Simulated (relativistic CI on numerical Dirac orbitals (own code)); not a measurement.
# Mo³⁺: one ion under different settings

Aim: see what numerical and physical settings do to the SCF, the total energy and the lowest levels of Mo³⁺.

The numbers are computed with relativistic CI on numerical Dirac orbitals (own code) version 3 (Dirac-Coulomb-Breit CI, KLI orbitals optimised for each configuration, model QED (radiative potential, 1s self-energy scaled to tabulated hydrogen-like ionisation energies), numerical settings as typed), except any that are marked as measured or tabulated.

## 1. The system

| Quantity | Value |
| --- | --- |
| ion | Mo³⁺ (Mo IV) |
| nuclear charge | 42 |
| electrons | 39 |
| isotope | A = 98 |

## 2. Usual settings

Settings of the run:

```ini
atom Mo  Z=42  charge=3  electrons=39
nucleus A=98  rms_radius_fm=4.4091
hamiltonian dirac-coulomb  breit=on  qed=on  c_scale=1
orbitals kli  potential=per-configuration
slater_scale 1
correlation none
mixing on
grid step=0.0125 r_max=50.3
scf mixing=0.4 start=green max_iterations=150 tolerance=2e-08 node_fill=0.05
configurations
  [Kr] 4d3
  [Kr] 4d2 5s
  [Kr] 4d2 5p
end
```

Command:

```console
$ python run_levels.py task.json out
```

The settings of every run stand in task.json; they run in order.

## 3. Speed-of-light factor 2, node fill 0.5

Settings of the run:

```ini
atom Mo  Z=42  charge=3  electrons=39
nucleus A=98  rms_radius_fm=4.4091
hamiltonian dirac-coulomb  breit=on  qed=on  c_scale=2
orbitals kli  potential=per-configuration
slater_scale 1
correlation none
mixing on
grid step=0.0125 r_max=50.3
scf mixing=0.4 start=green max_iterations=150 tolerance=2e-08 node_fill=0.5
configurations
  [Kr] 4d3
  [Kr] 4d2 5s
  [Kr] 4d2 5p
end
```

## 4. Breit term off, QED terms off

Settings of the run:

```ini
atom Mo  Z=42  charge=3  electrons=39
nucleus A=98  rms_radius_fm=4.4091
hamiltonian dirac-coulomb  breit=off  qed=off  c_scale=1
orbitals kli  potential=per-configuration
slater_scale 1
correlation none
mixing on
grid step=0.0125 r_max=50.3
scf mixing=0.4 start=green max_iterations=150 tolerance=2e-08 node_fill=0.05
configurations
  [Kr] 4d3
  [Kr] 4d2 5s
  [Kr] 4d2 5p
end
```

## 5. Slater scale 1.2, end of the grid 25.15, tolerance 1e-10

Settings of the run:

```ini
atom Mo  Z=42  charge=3  electrons=39
nucleus A=98  rms_radius_fm=4.4091
hamiltonian dirac-coulomb  breit=on  qed=on  c_scale=1
orbitals kli  potential=per-configuration
slater_scale 1.2
correlation none
mixing on
grid step=0.0125 r_max=25.15
scf mixing=0.4 start=green max_iterations=150 tolerance=1e-10 node_fill=0.05
configurations
  [Kr] 4d3
  [Kr] 4d2 5s
  [Kr] 4d2 5p
end
```

## 6. End of the grid 25.15, QED terms off

Settings of the run:

```ini
atom Mo  Z=42  charge=3  electrons=39
nucleus A=98  rms_radius_fm=4.4091
hamiltonian dirac-coulomb  breit=on  qed=off  c_scale=1
orbitals kli  potential=per-configuration
slater_scale 1
correlation none
mixing on
grid step=0.0125 r_max=25.15
scf mixing=0.4 start=green max_iterations=150 tolerance=2e-08 node_fill=0.05
configurations
  [Kr] 4d3
  [Kr] 4d2 5s
  [Kr] 4d2 5p
end
```

## 7. Potential mixing 0.001

Settings of the run:

```ini
atom Mo  Z=42  charge=3  electrons=39
nucleus A=98  rms_radius_fm=4.4091
hamiltonian dirac-coulomb  breit=on  qed=on  c_scale=1
orbitals kli  potential=per-configuration
slater_scale 1
correlation none
mixing on
grid step=0.0125 r_max=50.3
scf mixing=0.001 start=green max_iterations=51 tolerance=2e-08 node_fill=0.05
configurations
  [Kr] 4d3
  [Kr] 4d2 5s
  [Kr] 4d2 5p
end
```

## 8. Grid step 0.15

The settings differ from step 7 so:

```diff
@@ -7,4 +7,4 @@
 mixing on
-grid step=0.0125 r_max=50.3
-scf mixing=0.001 start=green max_iterations=51 tolerance=2e-08 node_fill=0.05
+grid step=0.15 r_max=50.3
+scf mixing=0.4 start=green max_iterations=62 tolerance=2e-08 node_fill=0.05
 configurations
```

(Steps that only read results are left out.)

What does the calculation give? Wanted: lowest level, usual settings; total energy; first excitation.

As calculated:

| setting | total energy less usual (Ha) | largest shift of a level among the lowest eight of both runs, same label and place (cm⁻¹) | SCF iterations | time | lowest level | kind of change |
| --- | --- | --- | --- | --- | --- | --- |
| usual | 0 | 0 | 33 | 0.31 s | 4d3 4F3/2 | - |
| speed-of-light factor 2, node fill 0.5 | 52.3 | 1940 | 33 | 0.31 s | 4d3 4F3/2 | unphysical constant |
| Breit term off, QED terms off | -4.05 | 140 | 33 | 0.23 s | 4d3 4F3/2 | model term |
| Slater scale 1.2, end of the grid 25.15, tolerance 1e-10 | -0.0145 | 2520 | 39 | 0.35 s | 4d3 4F3/2 | model term |
| end of the grid 25.15, QED terms off | -1.62 | 9.50 | 33 | 0.26 s | 4d3 4F3/2 | model term |
| potential mixing 0.001 | 0 | 0 | 56 | 0.4 s | 4d3 4F3/2 | extreme, harmless here |
| grid step 0.15 | 0.0189 | 29.2 | 33 | 0.078 s | 4d3 4F3/2 | unsound |

| quantity | value |
| --- | --- |
| lowest level, usual settings | 4d3 4F3/2 |
| total energy | -4041.5221 Ha |
| first excitation | 701.5 cm⁻¹ |

Among the runs whose levels can be followed, they move most under «Slater scale 1.2, end of the grid 25.15, tolerance 1e-10» (model term), by up to 2520 cm⁻¹. No visible change in the result comes from «potential mixing 0.001». «Potential mixing 0.001» costs 56 SCF iterations against 33. Under «grid step 0.15» the program warns: orbitals of one symmetry overlap by 1.1e-04. Only the listed configurations are in the model. In a near-neutral ion this small CI can misplace whole configurations by 10,000 cm⁻¹ or more.
